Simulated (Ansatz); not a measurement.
# AlF2H3O: the cost of one run

Program: Ansatz 0.2.0. Level of theory: RKS B3LYP/def2-SVP. These are calculated values, not measurements.

### Step 1. Starting point

Bond lengths: Al1–F3 1.690 Å, Al1–F4 1.690 Å, Al1–O5 2.080 Å, O5–H6 1.010 Å. Angles: F3–Al1–F4 120.0°, F3–Al1–O5 97.0°, F4–Al1–O5 101.2°, Al1–O5–H6 109.5°.

Coordinates:

```xyz
7

Al    0.0000    0.0000    0.0000
H     0.0000    0.0000    1.9100
F     1.4635    0.0000   -0.8450
F    -1.4635    0.0000   -0.8450
O     0.0869   -1.9720    0.6559
H    -0.4595   -2.5566    0.0397
H     0.0439   -0.9965    1.8084
```

### Step 2. A restrained relaxation towards end A

Springs on the bonds that form and break draw the guess towards this end; the thresholds are loose.

The input, input.yaml:

```yaml
crystal:
  periodic: [false, false, false]
  atoms:
    - { symbol: Al, position_ang: [0.0, 0.0, 0.0] }
    - { symbol: H, position_ang: [0.0, 0.0, 1.91] }
    - { symbol: F, position_ang: [1.4635, 0.0, -0.845] }
    - { symbol: F, position_ang: [-1.4635, 0.0, -0.845] }
    - { symbol: O, position_ang: [0.0869, -1.972, 0.6559] }
    - { symbol: H, position_ang: [-0.4595, -2.5566, 0.0397] }
    - { symbol: H, position_ang: [0.0439, -0.9965, 1.8084] }
basis:
  gaussian: { orbitals: def2-SVP }
hamiltonian:
  xc: b3lyp
relax:
  f_tol: 0.15
  max_steps: 25
  restrain:
    - { distance: [0, 4], at: 2.98, k: 30.0 }
    - { distance: [6, 1], at: 1.86, k: 30.0 }
    - { distance: [0, 1], at: 1.56, k: 30.0 }
    - { distance: [6, 4], at: 1.01, k: 30.0 }
output:
  orbitals: {}
```

On the command line:

```
$ ansatz run input.yaml --threads 1 --pin off --max-ram 2048MiB --backend cpu --events-out ev --progress --plain --runs-dir out
```

What time and memory should one allow on 1 thread of Arm Neoverse V2, shared host?

About 27 s, with a peak of 0.16 GiB.
